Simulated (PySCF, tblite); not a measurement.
**C4H6FO2Si radical: geometry, infrared bands and EPR parameters**

What infrared bands and EPR parameters should C4H6FO2Si radical (`[H]/[C]=C(/F)C(=O)C[SiH2]O`) show?

Computed with tblite 0.8.0 and PySCF 2.14.0, with density-fitted response routines of our own, on a single molecule in the gas phase. Atoms count from 0, in the outputs and in this text.

## 1. The molecule as given

14 atoms, charge 0, multiplicity 2; geometry from: force field or distance geometry start.

Bonds of the start (Å): C0–C1 1.29, C1–F2 1.37, C1–C3 1.48, C3–O4 1.22, C3–C5 1.52, C5–Si6 1.85, Si6–O7 1.66, C0–H8 1.06, C5–H9 1.10, C5–H10 1.10, Si6–H11 1.49, Si6–H12 1.47, O7–H13 0.97.

## 2. Optimising the geometry with GFN2-xTB

Job settings and geometry (Å):

```
{"job": {"kind": "relax", "xc": "GFN2-xTB", "basis": "xTB"}, "charge": 0, "multiplicity": 2}
C      2.489900     1.964900    -0.640200
C      1.944400     0.821800    -0.375000
F      2.733700    -0.256900    -0.094800
C      0.478700     0.599000    -0.313300
O     -0.312000     1.516900    -0.478200
C      0.023400    -0.813600     0.028700
Si    -1.729700    -1.202400    -0.414900
O     -2.809500    -0.104600     0.208500
H      2.903600     2.917300    -0.863900
H      0.171000    -0.954000     1.112500
H      0.673000    -1.527600    -0.492700
H     -2.082700    -2.556600     0.097400
H     -1.886600    -1.225500    -1.874500
H     -2.597800     0.820900     0.008700
```

Run with:

```bash
$ OMP_NUM_THREADS=1 python probes_run.py task.json out
```

One launch serves the whole session: the jobs run in the order shown.

The program printed:

```text
step      E/eV     max force
  0    -710.64457    2.364
  1    -710.76881    1.245
  2    -710.78634    0.923
  3    -710.80132    0.293
  4    -710.81705    0.406
  5    -710.83028    0.567
  6    -710.84324    0.452
  7    -710.85332    0.467
  8    -710.86309    0.326
  9    -710.87368    0.329
 10    -710.87988    0.231
 11    -710.88744    0.253
 12    -710.89391    0.310
 13    -710.90135    0.351
 14    -710.91089    0.305
 15    -710.92470    0.387
 16    -710.94152    0.429
 17    -710.95750    0.490
 18    -710.96123    0.677
 19    -710.97546    0.349
 20    -710.98108    0.212
 21    -710.98827    0.212
 22    -710.99532    0.254
 23    -710.99983    0.178
 24    -711.00261    0.169
 25    -711.00460    0.161
 26    -711.00629    0.109
 27    -711.00766    0.099
 28    -711.00888    0.095
 29    -711.00997    0.120
 30    -711.01118    0.133
 31    -711.01245    0.105
 32    -711.01364    0.111
 33    -711.01476    0.094
 34    -711.01600    0.122
 35    -711.01731    0.113
 36    -711.01839    0.067
 37    -711.01906    0.063
 38    -711.01948    0.052
 39    -711.01987    0.055
 40    -711.02032    0.053
 41    -711.02087    0.064
 42    -711.02143    0.056
 43    -711.02185    0.048
 44    -711.02207    0.030
 45    -711.02222    0.037
 46    -711.02239    0.039
 47    -711.02258    0.043
 48    -711.02276    0.038
 49    -711.02289    0.033
 50    -711.02301    0.036
 51    -711.02315    0.034
 52    -711.02327    0.028
 53    -711.02336    0.017
 54    -711.02341    0.019
 55    -711.02346    0.023
 56    -711.02352    0.028
 57    -711.02359    0.032
 58    -711.02366    0.034
 59    -711.02373    0.031
 60    -711.02380    0.023
 61    -711.02386    0.022
 62    -711.02392    0.026
 63    -711.02402    0.039
 64    -711.02416    0.048
 65    -711.02434    0.045
 66    -711.02450    0.037
 67    -711.02463    0.037
 68    -711.02476    0.043
 69    -711.02493    0.050
 70    -711.02510    0.039
 71    -711.02525    0.035
 72    -711.02540    0.048
 73    -711.02565    0.063
 74    -711.02616    0.106
 75    -711.02732    0.201
 76    -711.02825    0.138
 77    -711.02924    0.078
 78    -711.03002    0.106
 79    -711.03058    0.091
 80    -711.03089    0.504
 81    -711.03454    0.186
 82    -711.03667    0.127
 83    -711.03461    0.656
 84    -711.03940    0.103
 85    -711.04057    0.181
 86    -711.04365    0.271
 87    -711.04603    0.586
 88    -711.05416    0.238
 89    -711.06263    0.081
 90    -711.06821    0.333
 91    -711.07070    0.135
 92    -711.07182    0.209
 93    -711.07358    0.194
 94    -711.07542    0.181
 95    -711.07807    0.152
 96    -711.07904    0.114
 97    -711.07970    0.069
 98    -711.08054    0.086
 99    -711.08094    0.060
100    -711.08147    0.057
101    -711.08220    0.049
102    -711.08255    0.052
103    -711.08322    0.055
104    -711.08377    0.061
105    -711.08443    0.068
106    -711.08509    0.067
107    -711.08576    0.056
108    -711.08640    0.104
109    -711.08704    0.107
110    -711.08781    0.160
111    -711.08861    0.150
112    -711.08950    0.077
113    -711.08989    0.067
114    -711.09051    0.056
115    -711.09124    0.064
116    -711.09232    0.081
117    -711.09359    0.099
118    -711.09483    0.120
119    -711.09580    0.118
120    -711.09664    0.164
121    -711.09755    0.086
122    -711.09879    0.135
123    -711.10024    0.164
124    -711.10128    0.114
125    -711.10202    0.082
126    -711.10266    0.100
127    -711.10331    0.063
128    -711.10380    0.063
129    -711.10449    0.057
130    -711.10533    0.077
131    -711.10583    0.069
132    -711.10631    0.054
133    -711.10652    0.064
134    -711.10671    0.029
135    -711.10687    0.025
136    -711.10706    0.033
137    -711.10724    0.039
138    -711.10740    0.031
139    -711.10754    0.026
140    -711.10769    0.031
141    -711.10788    0.040
142    -711.10808    0.039
143    -711.10826    0.039
144    -711.10844    0.048
145    -711.10862    0.061
146    -711.10874    0.053
147    -711.10883    0.031
148    -711.10891    0.020
149    -711.10901    0.021
150    -711.10911    0.029
151    -711.10924    0.041
152    -711.10940    0.032
153    -711.10970    0.045
154    -711.11001    0.091
155    -711.11066    0.076
156    -711.11128    0.085
157    -711.11214    0.052
158    -711.11252    0.090
159    -711.11293    0.131
160    -711.11363    0.169
161    -711.11403    0.119
162    -711.11480    0.044
163    -711.11563    0.093
164    -711.11695    0.163
165    -711.11815    0.065
166    -711.11902    0.121
167    -711.11967    0.130
168    -711.11988    0.138
169    -711.12052    0.059
170    -711.12074    0.081
171    -711.12093    0.044
172    -711.12103    0.024
173    -711.12108    0.022
174    -711.12111    0.011
175    -711.12114    0.015
176    -711.12116    0.016
177    -711.12117    0.015
178    -711.12118    0.016
179    -711.12119    0.014
180    -711.12121    0.013
181    -711.12123    0.014
182    -711.12126    0.016
183    -711.12130    0.014
184    -711.12134    0.013
185    -711.12137    0.010
186    -711.12138    0.008
```

Run time: 1 s. Hardware: 1 thread of Arm Neoverse V2, shared host.

The steps of the relaxation: (not every step is listed)

| step | energy from step 0 (eV) | largest force (eV/Å) |
| --- | --- | --- |
| 0 | 0.0000 | 2.3639 |
| 1 | -0.1242 | 1.2453 |
| 2 | -0.1418 | 0.9226 |
| 3 | -0.1567 | 0.2935 |
| 4 | -0.1725 | 0.4060 |
| 5 | -0.1857 | 0.5675 |
| 6 | -0.1987 | 0.4516 |
| 7 | -0.2088 | 0.4673 |
| 8 | -0.2185 | 0.3260 |
| 25 | -0.3600 | 0.1612 |
| 42 | -0.3769 | 0.0561 |
| 59 | -0.3792 | 0.0309 |
| 76 | -0.3837 | 0.1378 |
| 93 | -0.4290 | 0.1942 |
| 110 | -0.4432 | 0.1598 |
| 127 | -0.4587 | 0.0630 |
| 144 | -0.4639 | 0.0484 |
| 161 | -0.4695 | 0.1194 |
| 178 | -0.4766 | 0.0155 |
| 181 | -0.4767 | 0.0137 |
| 182 | -0.4767 | 0.0158 |
| 183 | -0.4767 | 0.0136 |
| 184 | -0.4768 | 0.0127 |
| 185 | -0.4768 | 0.0104 |
| 186 | -0.4768 | 0.0083 |

Distances of close pairs at the start and the end, largest changes first:

| bond | before (Å) | after (Å) | change (Å) |
| --- | --- | --- | --- |
| C5–Si6 | 1.850 | 1.944 | +0.094 |
| C3–C5 | 1.523 | 1.465 | -0.058 |
| Si6–O7 | 1.661 | 1.612 | -0.049 |
| C1–C3 | 1.484 | 1.522 | +0.039 |
| Si6–H11 | 1.490 | 1.455 | -0.035 |
| C5–H10 | 1.097 | 1.082 | -0.015 |
| C5–H9 | 1.103 | 1.088 | -0.014 |
| C3–O4 | 1.223 | 1.212 | -0.011 |

The final coordinates are the input of the step that follows.

## 3. Vibrational analysis with GFN2-xTB

Job settings and geometry (Å):

```
{"job": {"kind": "ir", "xc": "GFN2-xTB", "basis": "xTB"}, "charge": 0, "multiplicity": 2}
C      2.323319     1.802724    -0.992751
C      1.655107     0.711246    -0.797394
F      1.969115    -0.463630    -1.399115
C      0.468111     0.570435     0.145403
O     -0.151287     1.542450     0.520592
C      0.096567    -0.808349     0.472664
Si    -1.462402    -1.154312    -0.636232
O     -2.483572     0.070988    -0.402484
H      2.235419     2.795540    -0.622068
H     -0.234445    -0.854255     1.508467
H      0.883573    -1.530605     0.297826
H     -2.089336    -2.359212    -0.114835
H     -1.035303    -1.230887    -2.028249
H     -2.175543     0.907395    -0.043683
```

The program printed:

```text
mode    cm-1     km/mol
  1      36.4      2.61
  2      47.4      0.09
  3      70.1      3.17
  4     133.4      4.38
  5     227.4      7.93
  6     271.0     13.25
  7     336.1     19.57
  8     359.3    100.63
  9     387.5     30.41
 10     478.9      0.59
 11     505.2     39.39
 12     546.6     23.46
 13     591.9     36.84
 14     595.2     43.45
 15     689.1     39.99
 16     703.7     49.18
 17     712.2     28.06
 18     721.2    166.16
 19     744.3     15.66
 20     783.0    166.42
 21     828.8    445.51
 22     837.3    134.27
 23     938.0    157.14
 24    1054.8     99.05
 25    1056.9     84.36
 26    1115.4    103.76
 27    1159.8    182.86
 28    1446.5      4.52
 29    1667.2    209.86
 30    1722.7    136.01
 31    2314.2    304.02
 32    2343.0    193.32
 33    3003.8     10.74
 34    3074.0      5.40
 35    3226.9      4.93
 36    3524.1     45.04
```

Run time: 0.37 s. Hardware: 1 thread of Arm Neoverse V2, shared host.

The strongest bands and the atoms that carry them (share of the mass-weighted mode):

| cm⁻¹ | km/mol | atoms |
| --- | --- | --- |
| 721 | 166.2 | C3 24 %, H8 21 %, C5 13 % |
| 783 | 166.4 | H12 49 %, H11 42 % |
| 829 | 445.5 | H13 42 %, H10 10 %, H9 10 % |
| 938 | 157.1 | O7 55 %, Si6 37 % |
| 1160 | 182.9 | C3 39 %, H9 28 %, C5 13 %, H10 12 % |
| 1667 | 209.9 | C1 39 %, C0 30 %, C3 17 %, O4 10 % |
| 2314 | 304.0 | H12 88 % |
| 2343 | 193.3 | H11 89 % |

## 4. g tensor and hyperfine couplings: B3LYP/pcH-1

Same as in step 3 but for these lines:

```diff
@@ -1,2 +1,2 @@
-{"job": {"kind": "ir", "xc": "GFN2-xTB", "basis": "xTB"}, "charge": 0, "multiplicity": 2}
+{"job": {"kind": "epr", "basis": "pcH-1"}, "charge": 0, "multiplicity": 2}
 C      2.323319     1.802724    -0.992751
```

With the program's defaults for keys left out, this is: UKS B3LYP, pcH-1 on C F H O Si, non-relativistic, mean-field spin-orbit, GIAO.

The program printed:

```text
UKS, coarse grid
  cycle   1  E = -695.52236665  |g| = 8.63e-01
  cycle   2  E = -694.19611331  |g| = 1.93e+00
  cycle   3  E = -695.68642775  |g| = 4.44e-01
  cycle   4  E = -695.77905574  |g| = 9.17e-02
  cycle   5  E = -695.78193693  |g| = 5.30e-02
  cycle   6  E = -695.78318650  |g| = 1.92e-02
  cycle   7  E = -695.78337315  |g| = 8.98e-03
  cycle   8  E = -695.78342890  |g| = 3.06e-03
  cycle   9  E = -695.78344497  |g| = 1.81e-03
  cycle  10  E = -695.78345128  |g| = 9.38e-04
UKS, final grid
  cycle   1  E = -695.78342360  |g| = 1.12e-03
  cycle   2  E = -695.78342368  |g| = 1.70e-03
  cycle   3  E = -695.78342478  |g| = 2.72e-04
  cycle   4  E = -695.78342499  |g| = 2.72e-04
  cycle   5  E = -695.78342512  |g| = 1.65e-04
  cycle   6  E = -695.78342514  |g| = 2.04e-05
  cycle   7  E = -695.78342514  |g| = 6.36e-06
E = -695.78342514 Eh   <S^2> = 0.7613 (exact 0.7500)
g shifts (ppm)      1          2          3
  rmc          -151       -151       -151
  gc             32         11        -17
  oz_so        -846        123        558
  total        -965        -18        389
hyperfine (MHz)  atom isotope    a_iso     a_fc   dipolar eigenvalues
    0   13C     328.35     328.45    -84.25    -59.63    143.88
    1   13C     -42.68     -42.65    -23.75     -2.19     25.93
    2   19F     137.78     137.16    -99.92    -36.46    136.39
    3   13C      38.33      38.34     -6.35     -5.04     11.39
    4   17O       0.35       0.34     -2.91     -1.88      4.79
    5   13C      12.78      12.78     -2.02     -1.59      3.61
    6  29Si       0.19       0.19     -0.18      0.01      0.16
    7   17O      -0.04      -0.04     -0.15     -0.00      0.15
    8    1H      17.80      17.79    -33.12     -9.35     42.47
    9    1H       7.89       7.89     -1.52     -0.48      1.99
   10    1H       1.66       1.66     -1.94     -0.72      2.67
   11    1H      -0.25      -0.25     -0.40     -0.31      0.70
   12    1H      -0.05      -0.05     -0.77     -0.65      1.42
   13    1H       0.08       0.08     -0.81     -0.55      1.36
```

Run time: 93 s. Hardware: 1 thread of Arm Neoverse V2, shared host; peak memory 0.97 GiB.

Principal g values 2.00135, 2.00230, 2.00271; g(iso) = 2.00212, against 2.00232 for a free electron.

Hyperfine couplings; where a row names several nuclei, a(iso) is their mean (it holds for fast rotation or exchange) and the dipolar term the largest among them:

| nuclei | isotope | a(iso) (MHz) | a(iso) (G, at g = 2.0023) | largest dipolar term (MHz) |
| --- | --- | --- | --- | --- |
| C0 | 13C | 328.4 | 117.2 | 143.9 |
| F2 | 19F | 137.8 | 49.2 | 136.4 |
| C1 | 13C | -42.7 | -15.2 | 25.9 |
| C3 | 13C | 38.3 | 13.7 | 11.4 |
| H8 | 1H | 17.8 | 6.4 | 42.5 |
| C5 | 13C | 12.8 | 4.6 | 3.6 |
| H9, H10 | 1H | 4.8 | 1.7 | 2.7 |
| O4 | 17O | 0.3 | 0.1 | 4.8 |
| Si6 | 29Si | 0.2 | 0.1 | -0.2 |
| H11, H12 | 1H | -0.2 | -0.1 | 1.4 |
| H13 | 1H | 0.1 | 0.0 | 1.4 |
| O7 | 17O | 0.0 | 0.0 | 0.1 |

Mulliken spin populations:

C0 1.06; C1 -0.12; F2 0.02; C3 0.05; O4 -0.01; C5 0.01; Si6 0.00; O7 0.00; H8 0.00; H9 0.00; H10 0.00; H11 0.00; H12 0.00; H13 0.00

In first order the couplings over 0.8 MHz of 19F, 1H give 12 distinct lines over 58.9 G, if the averaged nuclei exchange fast; the same motion can average rows kept apart here too.

Orbitals, density, ELF and potential are computed afterwards from the orbital file.

ELF in a plane through or near 7 of the atoms.

Ten even steps from '0' (0.00) to '9' (0.99):
```
0000000000000000000000000000
0000000000000000000000000000
0000000000000000000000000000
0000000000000000100000000000
0000000000000002532321000000
0000022100012105878874000000
0000388500012103774884000000
0000599730001101685851000000
0000489765312201455410000000
0001485178763101044045530000
0003697388562003167189971000
0003799764441003311499981000
0001575115777201222489960000
0000130028368400011146620000
0000000037887300000001100000
0000000013431000000000000000
0000000000000000000000000000
0000000000000000000000000000
0000000000000000000000000000
0000000000000000000000000000
```
The map spans 12.2 Å across and 9.2 Å up, centred on the molecule. Atoms in the plane (x, y in Å): C0 (-3.0, 0.0), C1 (-1.8, -0.5), F2 (-1.4, -1.7), Si6 (1.8, -0.1), O7 (1.9, 1.5), H8 (-3.5, 0.9), H13 (1.2, 2.0).

On the surface of density 0.002 e/bohr³ the electrostatic potential runs, from the 1st to the 99th percentile, from -1.32 V near O7 to 1.58 V near H13.

The spin density lies nearest to C0 70 %; H8 11 %; C1 9 % (both signs).

## 5. Outcome

| quantity | value |
| --- | --- |
| strongest single infrared mode (GFN2-xTB) | 829 cm⁻¹, 446 km/mol |
| zero-point energy (GFN2-xTB) | 54.7 kcal/mol |
| g(iso) (B3LYP) | 2.00212 |
| ⟨S²⟩ | 0.761 (exact 0.75) |
| largest a(iso) (averaged by class) | 13C on C0, 328.4 MHz |
| potential on the surface of density 0.002 e/bohr³, 1st and 99th percentile | -1.32 V and 1.58 V |

What this shows: Over 186 steps the energy fell by 0.477 eV; of the close pairs, C5–Si6 changed most, 1.850 to 1.944 Å. No mode is imaginary among the 36: a minimum at this level. The strongest single mode, at 829 cm⁻¹, has its largest shares on H13, H10 and H9 (the list is cut at 3 atoms). Unscaled tight-binding wavenumbers are off by several per cent, some by more. Its intensities can rank the bands wrongly. Most of the unpaired spin sits on C0 (1.06 e). The isotropic g lies 0.2 ppt below the free-electron value.
